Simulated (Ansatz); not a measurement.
# C2H2BrCl: the cost of one run

Program: Ansatz 0.2.0, driven from Python. Level of theory: PBE0/cc-pVDZ. These are calculated values, not measurements.

### Step 1. The structure

Bond lengths: Cl1–C2 1.651 Å, C2–C3 1.331 Å, C3–Br4 1.917 Å, C2–H5 1.091 Å, C3–H6 1.053 Å. Angles: Cl1–C2–C3 122.0°, Cl1–C2–H5 111.5°, C3–C2–H5 126.5°, C2–C3–Br4 119.9°, C2–C3–H6 124.3°, Br4–C3–H6 115.8°.

The script holds or builds the structure itself.

### Step 2. The script

File tae_c2h2brcl.py:

```python
"""Atomisation energy of C2H2BrCl at the given geometry."""

from collections import Counter

import ansatz
from ase import Atoms

BASIS = "cc-pVDZ"
FUNCTIONAL = "pbe0"


def energy_of(molecule, charge=0, unpaired=0):
    calc = molecule.calculation().basis(gaussian=BASIS).functional(FUNCTIONAL)
    if charge:
        calc = calc.charge(charge)
    if unpaired:
        calc = calc.spin("collinear", total=unpaired)
    report = calc.run(threads=1).report
    if report["published_state_doubts"]:
        print("  doubts:", report["published_state_doubts"])
    return report["free_energy_ev"]

atoms = Atoms(["Cl", "C", "C", "Br", "H", "H"], positions=[
    (-0.7339, 1.3808, -1.4176),
    (0.2232, 0.4279, -0.4682),
    (-0.2882, -0.4182, 0.4234),
    (0.8777, -1.5015, 1.4929),
    (1.2804, 0.5676, -0.6976),
    (-1.3171, -0.5205, 0.6209),
])
mol = ansatz.Crystal.molecule_from_ase(atoms)

# Hund ground states
unpaired = {"Cl": 1, "C": 2, "Br": 1, "H": 1}
counts = Counter(site.symbol for site in mol.cartesian_sites)
atom_energy = {s: energy_of(ansatz.Crystal.molecule().atom(s, (0, 0, 0)), 0, unpaired[s]) for s in counts}
whole = energy_of(mol, 0, 0)
for s, e in atom_energy.items():
    print(f"{s:2s} x{counts[s]}  {e:14.5f} eV")
print(f"C2H2BrCl: {whole:.5f} eV")
split = sum(counts[s] * e for s, e in atom_energy.items()) - whole
print(f"atomisation energy (no zero-point term): {23.060548 * split:.1f} kcal/mol, {split / sum(counts.values()):.3f} eV an atom")
```

### Step 3. What the engine is handed

The package turns the script's settings into the engine's input (first run):

```yaml
crystal:
  periodic: [false, false, false]
  atoms:
    - { symbol: Cl, position_ang: [0.0, 0.0, 0.0] }
basis:
  gaussian:
    orbitals: cc-pVDZ
hamiltonian:
  xc: pbe0
magnetization:
  spin_polarized: true
  initial_magnetization: 1.0
```

### Step 4. Running it

Run with:

```bash
> python tae_c2h2brcl.py
```

**Question.** How long does this script take on 1 thread of Arm Neoverse V1, shared host, and how much memory does it need?

About 4.4 s, with a peak of 0.24 GiB.
